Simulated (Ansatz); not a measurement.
# InHCl2: ionisation energy by level of theory

The task here is to estimate one member of a computed series from the others.

Program: Ansatz 0.2.0, Gaussian basis. Level of theory: unrestricted cation, the program's frozen cores in correlated methods. These are calculated values, not measurements.

The runs, in order: UKS PBE-D4/def2-TZVPP; UKS r2SCAN-D4/def2-TZVPP; UKS PBE0-D4/def2-TZVPP; UKS B3LYP-D4/def2-TZVPP; UKS wB97X-V/def2-TZVPP; UKS wB97M-V/def2-TZVPP; UKS B2PLYP/def2-TZVPP; UHF-CCSD(T)/def2-TZVPP; UHF-MP2/def2-QZVPP; extrapolation to the limit; then −ε(HOMO) from the neutral's earlier runs with LDA (SPW92), PBE-D4, revPBE-D4, BLYP-D4, r2SCAN-D4, B97M-V, PBE0-D4, B3LYP-D4, r2SCANh-D4, r2SCAN0-D4, HSE06-D4, BHLYP-D4, CAM-B3LYP-D4, LC-ωPBE, ωB97X-V, ωB97M-V.

## The relaxed structure

The geometry comes from an earlier relaxation with PBE0-D4 in a triple-zeta def2 set; it is a stationary point. In takes the def2 core potential; no spin-orbit term is included.

4 atoms, charge 0, spin multiplicity 1.

Atoms are counted from 1 here; the program's logs count them from 0.

Bond lengths: Cl1–In2 2.312 Å, In2–Cl3 2.312 Å, In2–H4 1.694 Å. Angles: Cl1–In2–Cl3 111.9°, Cl1–In2–H4 124.1°, Cl3–In2–H4 124.1°.

Set-up of the first run:

in.yaml reads:

```yaml
crystal:
  periodic: [false, false, false]
  atoms:
    - {symbol: Cl, position_ang: [-1.807333, 0.708783, -0.992612]}
    - {symbol: In, position_ang: [0.149657, 0.132215, 0.095645]}
    - {symbol: Cl, position_ang: [0.538018, -2.145991, 0.019845]}
    - {symbol: H, position_ang: [1.175159, 1.244594, 0.856922]}
basis:
  gaussian: {orbitals: def2-TZVPP}
total_charge: 1
magnetization: {spin_polarized: true, initial_magnetization: 1}
hamiltonian: {xc: pbe, dispersion: d4}
```

Among the steps run: Cation, UKS PBE-D4/def2-TZVPP; Cation, UKS r2SCAN-D4/def2-TZVPP; Cation, UKS PBE0-D4/def2-TZVPP; Cation, UKS B3LYP-D4/def2-TZVPP; Cation, UKS wB97X-V/def2-TZVPP; Cation, UKS wB97M-V/def2-TZVPP; Cation, UKS B2PLYP (frozen core)/def2-TZVPP; Cation, UHF-CCSD(T)/def2-TZVPP; Cation, UHF-MP2/def2-QZVPP.

One of the session's tables, all rows but one given; the rest of the session is left out.

For comparison, −ε(HOMO) of the neutral from earlier runs:

```
  functional  −ε(HOMO) (eV)
 LDA (SPW92)           7.69
      PBE-D4           7.54
   revPBE-D4           7.48
     BLYP-D4           7.37
   r2SCAN-D4           7.90
      B97M-V           7.98
     PBE0-D4           8.92
    B3LYP-D4           8.65
  r2SCANh-D4           8.41
  r2SCAN0-D4           9.15
    HSE06-D4           8.52
    BHLYP-D4          10.13
CAM-B3LYP-D4          10.27
     LC-ωPBE          11.67
     ωB97X-V              ?
     ωB97M-V          11.14
```

Q: Estimate the row for ωB97X-V from the others.

As computed: −ε(HOMO) (eV): 11.31. In the column «−ε(HOMO) (eV)» it lies between ωB97M-V (11.14) and LC-ωPBE (11.67).
